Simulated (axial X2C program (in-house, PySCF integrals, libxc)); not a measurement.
# RbSe: bond curves with and without spin–orbit coupling, part 1 of 2

Aim: find the lowest determinant of RbSe, scan the bond at several levels and fit the constants, once spin-free and once with spin–orbit coupling.

Method: all-electron X2C, Rb dyall-cv3z, Se dyall-cv3z; program: an in-house X2C program for linear molecules on PySCF integrals.

All values are calculated.

### 1 Set-up

File task.json:

```json
{"zs": [37, 34], "q": 0, "bas": ["dyall-cv3z", "dyall-cv3z"], "levels": ["PBE0", "HF", "r2SCAN", "M06", "BLYP"], "cc": true, "r0": 3.09, "thr": -2.0, "nmax": 140}
```

Keys: zs atomic numbers; q charge; bas basis sets; levels methods (HF also brings MP2); cc coupled cluster on or off; r0 starting distance in Å; thr threshold in hartree for freezing inner shells (an s shell follows its p shell); nmax most natural virtual spinors.

Command:

```
python so2c.py task.json out
```

Spin-free means the one-electron spin-free X2C Hamiltonian; two-component (2c) means X2C with spin–orbit coupling and atomic mean-field two-electron Coulomb and Gaunt terms. Basis: Rb dyall-cv3z contracted to [12s13p8d4f1g], Se dyall-cv3z contracted to [8s9p6d4f1g]; Gaussian nuclei, density fitting. Masses: Rb 84.912 u, Se 79.917 u.

Notation: σ, π±, δ± give the projection m of an orbital's angular momentum (0, ±1, ±2), α and β its spin, Λ and M_S the sums; ω is the projection of a spinor's total angular momentum and Ω the sum. Logs are in hartree.

The results follow Hamiltonian by Hamiltonian and level by level.

### 2 Search for the lowest determinant

Determinants are compared with PBE0 at 3.090 Å.

Spin-free determinants:

| ΔE (eV) | state | open shells |
| --- | --- | --- |
| 0.00 | M_S = 1/2, Λ = 1 | beyond closed shells: π+α, π+β, π-α |
| 0.24 | M_S = 1/2, Λ = 0 | beyond closed shells: σα |
| 2.67 | M_S = 3/2, Λ = 0 | beyond closed shells: σα, π+α, π-α |
| 2.71 | M_S = 1/2, Λ = 0 | beyond closed shells: σβ, π+α, π-α |
| 2.88 | M_S = 3/2, Λ = 1 | beyond closed shells: 2 × σα, π+α, π+β, π-α |
| 3.27 | M_S = 1/2, Λ = 1 | beyond closed shells: 2 × σα, π+α, π+β, π-β |

Two-component determinants:

```
ΔE (eV)    state                                  open shells
   0.00  Ω = 3/2                excess of +ω over −ω: ω = 3/2
   0.16  Ω = 1/2                excess of +ω over −ω: ω = 1/2
   2.78  Ω = 1/2  excess of +ω over −ω: 2 × ω = -1/2, ω = 3/2
   2.85  Ω = 5/2   excess of +ω over −ω: 2 × ω = 1/2, ω = 3/2
   3.49  Ω = 3/2            excess of +ω over −ω: 3 × ω = 1/2
   3.65  Ω = 1/2                excess of +ω over −ω: ω = 1/2
   3.98  Ω = 5/2  excess of +ω over −ω: ω = -1/2, 2 × ω = 3/2
```

### 3 PBE0, spin-free

State followed: M_S = 1/2, Λ = 1 (beyond closed shells: π+α, π+β, π-α). The scan is laid around 3.074 Å, a first estimate of the minimum, and this SCF restarts from the orbitals of the search.

The SCF at the reference distance of 3.074 Å:

```text
spin-free X2C-1e  PBE0
basis functions 230  fitting functions 1263  grid points 5807
iter        total energy     max residual
   1      -5410.418924855     1.92e-01
   2      -5410.426663812     5.14e-04
   3      -5410.426667909     1.94e-04
   4      -5410.426668767     9.61e-05
   5      -5410.426668862     2.06e-05
   6      -5410.426668869     4.29e-06
   7      -5410.426668869     6.33e-07
converged
one-electron -7949.03237653  Coulomb 2511.80411770  exact exchange -46.66390533  xc functional -143.09433924  nuclear repulsion 216.55983453
```

Along the bond, energies from the lowest point:

```
R (Å)  E (eV)   μ (D)  HOMO (eV)  LUMO (eV)  iterations
2.674  0.4052   -8.66      -4.80      -2.65           9
2.797  0.1643   -9.23      -4.67      -2.50           9
2.890  0.0629   -9.65      -4.56      -2.40           9
2.982  0.0124  -10.06      -4.47      -2.31           9
3.074  0.0000  -10.48      -4.38      -2.22           7
3.182  0.0216  -10.95      -4.28      -2.12           9
3.289  0.0710  -11.42      -4.19      -2.04           9
3.428  0.1623  -12.02      -4.09      -1.93           9
3.597  0.2990  -12.74      -3.97      -1.81          10
3.842  0.5198  -13.75      -3.83      -1.88          11
4.181  0.8249  -15.00      -3.67      -2.08          11
4.611  1.1724  -16.03      -3.59      -2.31          11
```

Dipoles are positive if Se is the positive end.

Outer orbitals at the reference distance:

| symmetry | occupied | ε (eV) | atomic character |
| --- | --- | --- | --- |
| σβ | yes | -34.94 | 100% Rb s |
| σα | yes | -34.94 | 100% Rb s |
| σα | yes | -17.92 | 91% Rb p, 8% Se s |
| π+β | yes | -17.91 | 100% Rb p |
| π-α | yes | -17.91 | 100% Rb p |
| π+α | yes | -17.91 | 100% Rb p |
| π-β | yes | -17.91 | 100% Rb p |
| σβ | yes | -17.86 | 96% Rb p, 3% Se s |
| σα | yes | -16.25 | 81% Se s, 13% Rb p, 4% Rb d |
| σβ | yes | -15.20 | 86% Se s, 8% Rb p, 4% Rb d |
| π+α | yes | -5.32 | 93% Se p, 4% Rb d, 2% Rb p |
| π-α | yes | -5.32 | 93% Se p, 4% Rb d, 2% Rb p |
| σα | yes | -5.03 | 86% Se p, 6% Rb s, 4% Rb d |
| σβ | yes | -4.69 | 85% Se p, 7% Rb s, 4% Rb d |
| π+β | yes | -4.38 | 91% Se p, 6% Rb d, 3% Rb p |
| π-β | no | -2.22 | 87% Se p, 8% Rb d, 5% Rb p |
| σβ | no | -1.38 | 77% Rb s, 19% Rb p, 3% Se p |
| σα | no | -1.36 | 79% Rb s, 17% Rb p, 2% Se p |
| π+β | no | -0.13 | 91% Rb p, 8% Rb d |

PBE0 fields in the half plane through the axis: z from -2.4 to 5.4 Å across, distance from the axis 0.15 to 2.25 Å upwards; Rb lies at z = 0 and Se at z = 3.074 Å; the ELF is damped to zero where the density is low.

log10 density (e/bohr³). Ten even steps from '0' (-4.82 ) to '9' (1.50 ):
```
000011112222222233333222111
001112222222233333333332211
011223333333333444444333221
112234444444334445554443322
122344555554444555555544332
123345666665445556666554332
123455677765545566776654432
223456689866555668997654433
```

ELF. Ten even steps from '0' (0.00 ) to '9' (0.87 ):
```
000000000000011222222110000
000000000000013444444321000
000001122100025666666543200
000013566520026788888765420
000146899972027898889987531
001368998995127985347998742
001489822288128952532899853
002589473748228927382699863
```

Re = 3.063 Å, ωe = 151.8 cm⁻¹, ωexe = 0.375 cm⁻¹, Be = 0.04365 cm⁻¹, De = 2.43 eV, μ = -10.43 D.

### 4 HF, spin-free

The SCF at the reference distance of 3.074 Å:

```text
spin-free X2C-1e  HF
basis functions 230  fitting functions 1263  grid points 5807
iter        total energy     max residual
   1      -5407.324045614     1.66e-01
   2      -5407.350736613     5.69e-03
   3      -5407.351368803     3.71e-03
   4      -5407.351465257     1.18e-03
   5      -5407.351491896     3.46e-04
   6      -5407.351499034     1.59e-04
   7      -5407.351500359     8.11e-05
   8      -5407.351500673     2.50e-05
   9      -5407.351500693     5.98e-06
  10      -5407.351500697     2.14e-06
  11      -5407.351500697     7.10e-07
converged
one-electron -7949.10156189  Coulomb 2511.97186897  exact exchange -186.78164230  xc functional 0.00000000  nuclear repulsion 216.55983453
```

Re = 3.163 Å, ωe = 144.6 cm⁻¹, ωexe = 0.358 cm⁻¹, Be = 0.04092 cm⁻¹, De = 1.41 eV, μ = -11.87 D.

### 5 r2SCAN, spin-free

The SCF at the reference distance of 3.074 Å:

```text
spin-free X2C-1e  r2SCAN
basis functions 230  fitting functions 1263  grid points 5807
iter        total energy     max residual
   1      -5410.974723748     5.69e-02
   2      -5410.976739836     1.95e-03
   3      -5410.976741133     1.58e-03
   4      -5410.976784915     3.20e-04
   5      -5410.976787222     1.64e-04
   6      -5410.976787532     1.89e-05
   7      -5410.976787536     5.08e-06
   8      -5410.976787536     1.62e-06
converged
one-electron -7949.02342683  Coulomb 2511.80222431  exact exchange 0.00000000  xc functional -190.31541954  nuclear repulsion 216.55983453
```

Re = 3.079 Å, ωe = 150.0 cm⁻¹, ωexe = 0.364 cm⁻¹, Be = 0.04319 cm⁻¹, De = 2.38 eV, μ = -10.67 D.

### 6 M06, spin-free

Output at 3.074 Å:

```text
spin-free X2C-1e  M06
basis functions 230  fitting functions 1263  grid points 5807
iter        total energy     max residual
   1      -5411.001799435     8.48e-02
   2      -5411.006791872     1.96e-03
   3      -5411.006872604     5.08e-04
   4      -5411.006880668     3.37e-04
   5      -5411.006883953     1.20e-04
   6      -5411.006884348     6.40e-05
   7      -5411.006884411     4.78e-06
   8      -5411.006884412     2.34e-06
converged
one-electron -7948.88124609  Coulomb 2511.67090423  exact exchange -50.40416719  xc functional -139.95220989  nuclear repulsion 216.55983453
```

Re = 3.077 Å, ωe = 151.0 cm⁻¹, ωexe = 0.365 cm⁻¹, Be = 0.04325 cm⁻¹, De = 2.63 eV, μ = -10.59 D.

### 7 BLYP, spin-free

Output at 3.074 Å:

```text
spin-free X2C-1e  BLYP
basis functions 230  fitting functions 1263  grid points 5807
iter        total energy     max residual
   1      -5411.192266999     9.16e-02
   2      -5411.199236057     8.31e-03
   3      -5411.195445418     1.41e-02
   4      -5411.200994953     1.08e-03
   5      -5411.201011587     5.46e-04
   6      -5411.201016738     8.13e-05
   7      -5411.201016823     1.90e-05
   8      -5411.201016837     3.39e-06
   9      -5411.201016838     4.10e-07
converged
one-electron -7948.21906734  Coulomb 2510.94124202  exact exchange 0.00000000  xc functional -190.48302604  nuclear repulsion 216.55983453
```

Re = 3.114 Å, ωe = 141.5 cm⁻¹, ωexe = 0.375 cm⁻¹, Be = 0.04223 cm⁻¹, De = 2.40 eV, μ = -9.75 D.

### 8 MP2 and beyond, spin-free

Correlated methods: 15 electrons correlated (frozen shells, counted by type: Rb 3 s, 2 p, 1 d; Se 3 s, 2 p, 1 d), 277 virtual spinors in MP2, 136 natural virtuals in coupled cluster.

Output of the correlated part at 3.074 Å:

```text
correlated 15  virtual 277  natural virtual 136  E(MP2) -0.330443855  MP2 remainder -0.004479903
iter   CCSD correlation   residual
   1     -0.350692850   9.33e-02
   2     -0.357428159   2.93e-02
   3     -0.357882300   9.83e-03
   4     -0.357866641   4.54e-03
   5     -0.357873708   1.65e-03
   6     -0.357876151   6.02e-04
   7     -0.357876751   1.74e-04
   8     -0.357877722   5.86e-05
   9     -0.357877270   2.16e-05
  10     -0.357877077   8.09e-06
  11     -0.357877008   2.95e-06
  12     -0.357876997   1.11e-06
(T) -0.012048738  T1 0.0108  D1 0.0256  max T2 0.056
```

T1 in the output is the amplitude norm over the root of the electron number; divide by √2 for the Lee–Taylor value.

MP2: Re = 3.078 Å, ωe = 154.1 cm⁻¹, Be = 0.04323 cm⁻¹, De = 2.28 eV.

CCSD: Re = 3.096 Å, ωe = 152.1 cm⁻¹, ωexe = 0.382 cm⁻¹, Be = 0.04272 cm⁻¹, De = 2.22 eV. T1 at Re = 0.008 (Lee–Taylor, the printed value over √2).

CCSD(T): Re = 3.090 Å, ωe = 152.7 cm⁻¹, ωexe = 0.384 cm⁻¹, Be = 0.04289 cm⁻¹, De = 2.28 eV. T1 at Re = 0.008 (Lee–Taylor, the printed value over √2).

### 9 A higher determinant, spin-free

State: M_S = 1/2, Λ = 0 (beyond closed shells: σα).

Output at the reference distance:

```text
spin-free X2C-1e  PBE0
basis functions 230  fitting functions 1263  grid points 5807
iter        total energy     max residual
   1      -5410.410510292     1.97e-01
   2      -5410.417929034     5.12e-04
   3      -5410.417932454     4.09e-04
   4      -5410.417933849     1.33e-04
   5      -5410.417933968     1.03e-05
   6      -5410.417933971     5.83e-06
   7      -5410.417933971     7.86e-07
converged
one-electron -7948.38495269  Coulomb 2511.16747606  exact exchange -46.66534967  xc functional -143.09494220  nuclear repulsion 216.55983453
```

```
R (Å)  E above the lowest PBE0 point (eV)
2.674                               0.307
2.797                               0.211
2.890                               0.191
2.982                               0.203
3.074                               0.238
3.182                               0.300
3.289                               0.378
3.428                               0.493
3.597                               0.644
```

Re = 2.898 Å, ωe = 155.1 cm⁻¹, ωexe = 0.449 cm⁻¹, Be = 0.04877 cm⁻¹, μ = -10.21 D. Te = 0.19 eV.

### 10 The spin-free curves together

Energy (eV) of the followed determinant, spin-free, from each level's lowest point:

```
R (Å)   PBE0     HF    MP2   CCSD  CCSD(T)  r2SCAN    M06   BLYP
2.674  0.405  0.642  0.455    n/a      n/a   0.436  0.439  0.475
2.797  0.164  0.312  0.191  0.214    0.206   0.183  0.184  0.212
2.890  0.063  0.157  0.078  0.092    0.087   0.075  0.074  0.094
2.982  0.012  0.062  0.018  0.025    0.023   0.018  0.018  0.028
3.074  0.000  0.013  0.000  0.000    0.000   0.000  0.000  0.000
3.182  0.022  0.000  0.017  0.011    0.013   0.016  0.017  0.004
3.289  0.071  0.022  0.065  0.053    0.057   0.061  0.063  0.037
3.428  0.162  0.085  0.157  0.139    0.145   0.148  0.151  0.107
3.597  0.299  0.198  0.296    n/a      n/a   0.280  0.283  0.220
3.842  0.520  0.397  0.524    n/a      n/a   0.496  0.498  0.407
4.181  0.825  0.690  0.844    n/a      n/a   0.796  0.793  0.666
4.611  1.172  1.045  1.220    n/a      n/a   1.140  1.131  0.957
```

(Continued in part 2 of 2.)
